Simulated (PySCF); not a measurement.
# Ge₂Br₄: magnetic properties

Wanted: magnetic properties for Ge₂Br₄.

Programs: PySCF 2.14.0, with routines of our own; each step states its level. All values are computed. Atoms count from 0.

## (1) The starting structure

6 atoms, charge 0, multiplicity 1; geometry from: GFN2-xTB.

## (2) Magnetic properties: GIAO PBE/def2-SVP

The job: settings as JSON, then the geometry in Å.

```
{"job": {"kind": "mag", "xc": "PBE", "basis": "def2-SVP"}, "charge": 0, "multiplicity": 1}
Ge     1.280100     1.146670     0.938750
Br     3.280890    -0.016290     0.533120
Br    -0.246000    -0.996610     1.512550
Ge    -1.309610    -1.151080    -0.947720
Br    -3.269210     0.064920    -0.496270
Br     0.263830     0.952400    -1.540430
```

Level: GIAO PBE/def2-SVP magnetisability, rotational g tensor and spin-rotation constants, non-relativistic, gas phase.

The run is started by

```sh
$ OMP_NUM_THREADS=1 python excited_run.py task.json out
```

This one command runs all jobs of the session in turn.

The log of the run:

```text
coarse grid: 44160 points
cycle   1  E = -14446.7836191710  dE = -5.230e+00  |g| = 7.884e-01  |ddm| = 2.710e+00
cycle   2  E = -14446.2209211938  dE =  5.627e-01  |g| = 1.586e+00  |ddm| = 2.745e+00
cycle   3  E = -14446.8777706959  dE = -6.568e-01  |g| = 3.036e-01  |ddm| = 2.224e+00
cycle   4  E = -14446.9009903183  dE = -2.322e-02  |g| = 7.676e-02  |ddm| = 5.008e-01
cycle   5  E = -14446.9022825953  dE = -1.292e-03  |g| = 4.093e-02  |ddm| = 1.574e-01
cycle   6  E = -14446.9027735328  dE = -4.909e-04  |g| = 6.471e-03  |ddm| = 7.619e-02
cycle   7  E = -14446.9027892374  dE = -1.570e-05  |g| = 7.953e-04  |ddm| = 1.304e-02
cycle   8  E = -14446.9027894963  dE = -2.589e-07  |g| = 2.501e-04  |ddm| = 1.723e-03
final grid: 78376 points
cycle   9  E = -14446.9024615920  dE = -1.415e-07  |g| = 3.858e-04  |ddm| = 1.559e-03
cycle  10  E = -14446.9024615261  dE =  6.593e-08  |g| = 6.093e-04  |ddm| = 1.457e-03
cycle  11  E = -14446.9024616322  dE = -1.061e-07  |g| = 9.790e-05  |ddm| = 9.770e-04
cycle  12  E = -14446.9024616353  dE = -3.158e-09  |g| = 1.015e-05  |ddm| = 1.576e-04
cycle  13  E = -14446.9024616354  dE = -3.638e-11  |g| = 6.190e-06  |ddm| = 2.151e-05
converged SCF energy = -14446.9024616354

Magnetisability tensor (1e-30 J/T^2)
    -2184.47      -65.99       -6.38
      -65.99    -2344.74       16.91
       -6.38       16.91    -2376.78
isotropic -2302.00   principal values   -2387.38  -2358.46  -2160.16
isotropic susceptibility -138.630 1e-6 cm^3/mol

Inertial axes            a          b          c
rot. const./GHz      0.6630     0.2188     0.1941
chi total          -133.392   -143.767   -138.730
chi diamagnetic   -1611.630  -4508.590  -5074.550
chi paramagnetic   1478.238   4364.823   4935.819
quadrupole/D A       -5.473     -1.489      6.963
g nuclear            0.4441     0.4441     0.4451
g electronic        -0.4604    -0.4486    -0.4501
g total             -0.0164    -0.0046    -0.0050

Spin-rotation constants (kHz, H = +C I.J)
atom  isotope        aa         bb         cc
  1   79Br        1.481      0.489      0.349
  2   79Br        0.612      0.380      0.274
  4   79Br        1.517      0.490      0.335
  5   79Br        0.611      0.379      0.273
  0   73Ge*      -0.263     -0.088     -0.052
* in the singly substituted isotopologue
```

Run time: 99 s. Hardware: 1 thread of Arm Neoverse N1, shared host; peak memory 0.93 GiB.

From this job:

```tsv
quantity	value
magnetisability	-2302·10⁻³⁰ J/T²
molar susceptibility	-138.6·10⁻⁶ cm³/mol
rotational g (a, b, c)	-0.0164, -0.0046, -0.0050
```

## (3) Magnetic properties: GIAO LDA/def2-SVP

Settings changed since step 2:

```diff
@@ -1,2 +1,2 @@
-{"job": {"kind": "mag", "xc": "PBE", "basis": "def2-SVP"}, "charge": 0, "multiplicity": 1}
+{"job": {"kind": "mag", "xc": "LDA", "basis": "def2-SVP"}, "charge": 0, "multiplicity": 1}
 Ge     1.280100     1.146670     0.938750
```

With the program's defaults for keys left out, this is: GIAO LDA/def2-SVP magnetisability, rotational g tensor and spin-rotation constants, non-relativistic, gas phase.

The log of the run:

```text
coarse grid: 44160 points
cycle   1  E = -14428.4820640519  dE = -5.220e+00  |g| = 8.718e-01  |ddm| = 2.725e+00
cycle   2  E = -14427.8687373220  dE =  6.133e-01  |g| = 1.682e+00  |ddm| = 2.777e+00
cycle   3  E = -14428.5694224592  dE = -7.007e-01  |g| = 3.802e-01  |ddm| = 2.384e+00
cycle   4  E = -14428.6077698803  dE = -3.835e-02  |g| = 8.292e-02  |ddm| = 6.095e-01
cycle   5  E = -14428.6091381303  dE = -1.368e-03  |g| = 4.779e-02  |ddm| = 1.714e-01
cycle   6  E = -14428.6097990320  dE = -6.609e-04  |g| = 8.968e-03  |ddm| = 9.054e-02
cycle   7  E = -14428.6098283750  dE = -2.934e-05  |g| = 1.153e-03  |ddm| = 1.736e-02
cycle   8  E = -14428.6098288890  dE = -5.140e-07  |g| = 3.621e-04  |ddm| = 2.244e-03
final grid: 78376 points
cycle   9  E = -14428.6095310014  dE = -1.003e-07  |g| = 5.940e-04  |ddm| = 1.683e-03
cycle  10  E = -14428.6095307889  dE =  2.125e-07  |g| = 1.025e-03  |ddm| = 2.345e-03
cycle  11  E = -14428.6095310953  dE = -3.064e-07  |g| = 1.847e-04  |ddm| = 1.622e-03
cycle  12  E = -14428.6095311069  dE = -1.153e-08  |g| = 1.083e-05  |ddm| = 2.653e-04
cycle  13  E = -14428.6095311069  dE = -2.183e-11  |g| = 7.841e-06  |ddm| = 2.709e-05
converged SCF energy = -14428.6095311069

Magnetisability tensor (1e-30 J/T^2)
    -2160.89      -65.30       -5.15
      -65.30    -2326.39       16.63
       -5.15       16.63    -2357.69
isotropic -2281.66   principal values   -2368.34  -2338.88  -2137.74
isotropic susceptibility -137.405 1e-6 cm^3/mol

Inertial axes            a          b          c
rot. const./GHz      0.6630     0.2188     0.1941
chi total          -131.949   -142.620   -137.645
chi diamagnetic   -1610.760  -4507.538  -5073.447
chi paramagnetic   1478.811   4364.918   4935.802
quadrupole/D A       -5.239     -1.563      6.802
g nuclear            0.4441     0.4441     0.4451
g electronic        -0.4606    -0.4486    -0.4501
g total             -0.0165    -0.0046    -0.0050

Spin-rotation constants (kHz, H = +C I.J)
atom  isotope        aa         bb         cc
  1   79Br        1.578      0.515      0.370
  2   79Br        0.635      0.400      0.282
  4   79Br        1.616      0.515      0.355
  5   79Br        0.634      0.400      0.281
  0   73Ge*      -0.270     -0.091     -0.054
* in the singly substituted isotopologue
```

It took 82 s on 1 thread of Arm Neoverse N1, shared host; peak memory 0.9 GiB.

Key values:

```tsv
quantity	value
magnetisability	-2282·10⁻³⁰ J/T²
molar susceptibility	-137.4·10⁻⁶ cm³/mol
rotational g (a, b, c)	-0.0165, -0.0046, -0.0050
```

## (4) The levels compared

```tsv
level	ξ (10⁻³⁰ J/T²)	g(a)	g(b)	gap (eV)	functions	time
GIAO PBE/def2-SVP	-2302	-0.0164	-0.0046	3.11	192	99 s
GIAO LDA/def2-SVP	-2282	-0.0165	-0.0046	3.04	192	82 s
```

## (5) Results

| quantity | value |
| --- | --- |
| magnetisability (step 2, GIAO PBE/def2-SVP) | -2302·10⁻³⁰ J/T² |
| molar susceptibility (step 2, GIAO PBE/def2-SVP) | -138.6·10⁻⁶ cm³/mol |
| rotational g (a, b, c) (step 2, GIAO PBE/def2-SVP) | -0.0164, -0.0046, -0.0050 |
| magnetisability over the levels | -2302 to -2282·10⁻³⁰ J/T² |

In words: Steps that list no spin-orbit terms leave them out, which matters at and beside the heavy atoms. The magnetisability spreads by 0.9 % over 2 levels of like cost. Two levels can agree by chance, so this spread shows no convergence. Vibrational averaging and real surroundings are missing from these values.
